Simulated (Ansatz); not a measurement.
# BrF (charge +1): single point from an input written key by key

A script is to give a single point from an input written key by key; the system is BrF (charge +1).

All numbers are computed with Ansatz 0.2.0 through its Python package. Level of theory: Hartree-Fock/def2-SVP.

### 1 Starting point

Bond lengths: Br1–F2 1.830 Å.

The script holds or builds the structure itself.

### 2 The code

brf.py

```python
import ansatz
import numpy as np

DECK = """
crystal:
  periodic: [false, false, false]
  atoms:
    - { symbol: Br, position_ang: [0.0, 0.0, 0.0] }
    - { symbol: F, position_ang: [0.0, 0.0, 1.83] }
magnetization:
  spin_polarized: true
  initial_magnetization: 1
total_charge: 1
basis:
  gaussian: { orbitals: def2-SVP }
hamiltonian:
  xc: hf
output:
  forces: true
"""

session = ansatz.Session.from_yaml(DECK)
summary = session.plan(threads=1).execute().report

print(f"E = {summary['free_energy_ev']:.6f} eV = {summary['free_energy_ev'] / 27.211386246:.7f} Ha")
print("converged:", summary["converged"], " doubts:", summary["published_state_doubts"] or "none")
symbols = ["Br", "F"]
state = summary["mean_field"]["state"]
print(f"mean field: {state['energy']['hartree']:.7f} Ha, <S^2> = {abs(state['spin_squared']):.4f}, stability: {state.get('stability', {}).get('kind')}")

forces = np.array(summary["forces_ev_ang"])
print("largest force", round(float(np.linalg.norm(forces, axis=1).max()), 4), "eV/A, rms", round(float(np.sqrt((forces ** 2).mean())), 4))
charges = summary["charge_distribution"]
print("dipole moment", round(4.803205 * float(np.linalg.norm(charges["dipole_moment_e_ang"])), 3), "D")
print("Mulliken:", [(s, round(q, 3)) for s, q in zip(symbols, charges["mulliken_charges_e"])])
```

### 3 The run

Command:

```console
$ python brf.py
```

Further steps of the session: The same input on the command line.

Q: Predict the main results. Wanted: total energy; largest force; <S²> of the mean field.

**Answer**, as computed:

```
                           quantity           value
                       total energy  -72680.3107 eV
                      largest force      1.077 eV/Å
<S²> of the mean field (pure state)    0.996 (0.75)
```

Forces reach 1.08 eV/Å, so the atoms aren't at rest. The mean field is spin-contaminated. Total energies depend on the basis set; only differences at equal settings carry meaning. The geometry is a force-field or estimated start, not a minimum of this method, and the basis set is short of its limit. The species is open-shell (spin multiplicity 2). The expectation value of S² is noticeably off S(S+1) in at least one run, so that state is spin-contaminated. An ion's dipole depends on the origin; the program takes it about the centre of nuclear charge. The spin state was assumed, and another may lie lower. The dipole of an ion depends on the origin.
